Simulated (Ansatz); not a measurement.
# AlBrFH: the cost of one run

Computed with Ansatz 0.2.0, driven from Python. Level of theory: B3LYP/def2-SVP.

## 1. The structure

Bond lengths: F1–Al2 1.854 Å, Al2–Br3 2.401 Å, Al2–H4 1.638 Å. Angles: F1–Al2–Br3 120.4°, F1–Al2–H4 118.1°, Br3–Al2–H4 121.4°.

Input file albrfh.xyz:

```xyz
4

F     0.89920   -0.87330    1.43210
Al    0.10960    0.09670    0.06350
Br   -1.69200   -0.84780   -1.21120
H     0.73860    1.56410   -0.30470
```

## 2. The script

Contents of run_relaxed_scan.py:

```python
"""Relaxed scan of one distance in AlBrFH."""

import ansatz as az
import numpy as np

system = az.Crystal.molecule_from_extxyz("albrfh.xyz")

setup = (
    system.calculation()
    .basis(gaussian="def2-SVP")
    .functional("B3LYP")
)
symbols = [site.symbol for site in system.cartesian_sites]
pairs = [(0, 1), (1, 2), (1, 3)]
print("held (A)   E (eV)        ", "  ".join(f"{symbols[i]}{i}-{symbols[j]}{j}" for i, j in pairs))
for length in [1.51, 1.64, 1.77, 1.97, 2.21]:
    summary = setup.relax(constraints=[az.DistanceConstraint((1, 3), at=length)], force_tolerance=0.02, max_steps=60).run().report
    xyz = np.array(summary["positions_ang"])
    print(f"{length:6.2f} {summary['free_energy_ev']:14.5f}  ", "  ".join(f"{np.linalg.norm(xyz[i] - xyz[j]):.3f}" for i, j in pairs))
```

## 3. The calls as engine input

The package turns the script's settings into the engine's input (first run):

```yaml
crystal:
  periodic: [false, false, false]
  atoms:
    - { symbol: F, position_ang: [0.8992, -0.8733, 1.4321] }
    - { symbol: Al, position_ang: [0.1096, 0.0967, 0.0635] }
    - { symbol: Br, position_ang: [-1.692, -0.8478, -1.2112] }
    - { symbol: H, position_ang: [0.7386, 1.5641, -0.3047] }
basis:
  gaussian:
    orbitals: def2-SVP
hamiltonian:
  xc: b3lyp
relax:
  f_tol: 0.02
  max_steps: 60
  constraints:
    - { distance: [1, 3], at: 1.51 }
```

## 4. The run

Run with:

```sh
$ python run_relaxed_scan.py
```

Q: Estimate wall time and peak memory on 1 thread of Arm Neoverse V2, shared host.

About 59 s, with a peak of 0.21 GiB.
